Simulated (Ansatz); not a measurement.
# Ta2CN (P4/mmm): cell relaxations under several functionals in Python

Aim: cell relaxations under several functionals, for Ta2CN (P4/mmm), run from a script.

Computed with Ansatz 0.2.0 through its Python package. The levels of theory stand in the script.

### Step 1. The system

The structure is tetragonal, space group P4/mmm (No. 123). Conventional cell: a = 3.147 Å, b = 3.147 Å, c = 4.458 Å, α = 90.00°, β = 90.00°, γ = 90.00°. Ta (site symmetry 4/mmm) is surrounded by 4 N at 2.23 Å and 2 C at 2.23 Å. Ta (site symmetry 4/mmm) has 4 C at 2.23 Å and 2 N at 2.23 Å as nearest neighbours. Around C (site symmetry 4/mmm) lie 6 Ta at 2.23 Å. N (site symmetry 4/mmm) has 6 Ta at 2.23 Å as nearest neighbours.

The script holds or builds the structure itself.

### Step 2. Script

File lattice_ta2cn.py:

```python
"""How the lattice of Ta2CN depends on the functional."""

import ansatz as az
import numpy as np

def edges_and_angles(cell):
    cell = np.asarray(cell)
    a, b, c = np.linalg.norm(cell, axis=1)
    cosines = cell[1] @ cell[2] / (b * c), cell[0] @ cell[2] / (a * c), cell[0] @ cell[1] / (a * b)
    return (a, b, c, *np.degrees(np.arccos(cosines)))

cell = (
    az.Lattice.of([3.146767, 0.0, 0.0], [0.0, 3.146767, 0.0], [0.0, 0.0, 4.4577])
    .atom("Ta", [0.0, 0.0, 0.0])
    .atom("Ta", [0.5, 0.5, 0.5])
    .atom("C", [0.0, 0.0, 0.5])
    .atom("N", [0.5, 0.5, 0.0])
)

base = cell.calculation()
base = base.basis(320)
base = base.kpoints(mesh=(9, 9, 7), center="monkhorst-pack")
base = base.occupations("cold")
base = base.scf(tolerance=1e-06, max_iterations=200, lower_state_search="standard").relax(cell=True, force_tolerance=0.001, max_displacement=0.05)

levels = [("pbesol", "d3bj"), ("pbesol", "none"), ("lda", "none")]
print("level            a       b       c    alpha   beta  gamma  V/atom  steps")
for name, dispersion in levels:
    seen = []
    run = base.functional(name, dispersion=dispersion).session().plan()
    res = run.execute(on_event=lambda e: seen.append(e) if e["event"] == "relax_step" else None)
    cell = res.lattice.cell_ang
    label = name if dispersion == "none" else f"{name}+{dispersion}"
    print("{:13s} {:7.4f} {:7.4f} {:7.4f} {:6.2f} {:6.2f} {:6.2f}".format(label, *edges_and_angles(cell)), f"{abs(np.linalg.det(cell)) / len(res.lattice.sites):7.3f} {len(seen):5d}")
```

### Step 3. The calls as engine input

The package turns the script's settings into the engine's input (first run):

```yaml
crystal:
  lattice:
    - [3.146767, 0.0, 0.0]
    - [0.0, 3.146767, 0.0]
    - [0.0, 0.0, 4.4577]
  atoms:
    - { symbol: Ta, position: [0.0, 0.0, 0.0] }
    - { symbol: Ta, position: [0.5, 0.5, 0.5] }
    - { symbol: C, position: [0.0, 0.0, 0.5] }
    - { symbol: "N", position: [0.5, 0.5, 0.0] }
basis:
  ecutwfc: 320.0
kpoints:
  mp_grid:
    grid: [9, 9, 7]
    shift: [0.0, 0.0, 0.0]
hamiltonian:
  xc: pbesol
  dispersion: d3bj
scf:
  max_iter: 200
  convergence:
    dr2_threshold: 1.0e-06
  lower_state_search: standard
  occupations:
    method: cold
relax:
  f_tol: 0.001
  max_displacement: 0.05
  cell: {}
```

### Step 4. Launch

Launch:

```
> python lattice_ta2cn.py
```

**Question.** Rank the levels of theory by the volume of the relaxed cell.

**Answer**, as computed:

| quantity | value |
| --- | --- |
| runs compared | 3 |
| Ta2CN (run 1): relaxed volume, space group | 10.50 Å³/atom, P4/mmm |
| Ta2CN (run 2): relaxed volume, space group | 10.71 Å³/atom, P4/mmm |
| Ta2CN (run 3): relaxed volume, space group | 10.52 Å³/atom, P4/mmm |

What this shows: Runs 1, 2, 3: each has a cutoff under the recommended one, so what rests on them isn't a property of the system. From smallest to largest: PBEsol+D3BJ (10.50 Å³ an atom, -4.9 % against the start), LDA (10.52 Å³ an atom, -4.7 % against the start) and PBEsol (10.71 Å³ an atom, -2.9 % against the start). The spread is 2.0 % in volume. Caveats:
- The cutoff lies under the one recommended for these potentials.
- The run is spin-unpolarised.
- Forces vanish by symmetry, so the ions can't move, and the end may be a saddle.
- For a metal this k-point mesh is coarse: on a finer one energies can move by several to tens of meV an atom and pressures by half a GPa or more, differences at one mesh by less.
- Spin-orbit coupling, which matters for elements this heavy, is left out.
- The structure comes from a database of computed cells and needn't be a stable or known phase.
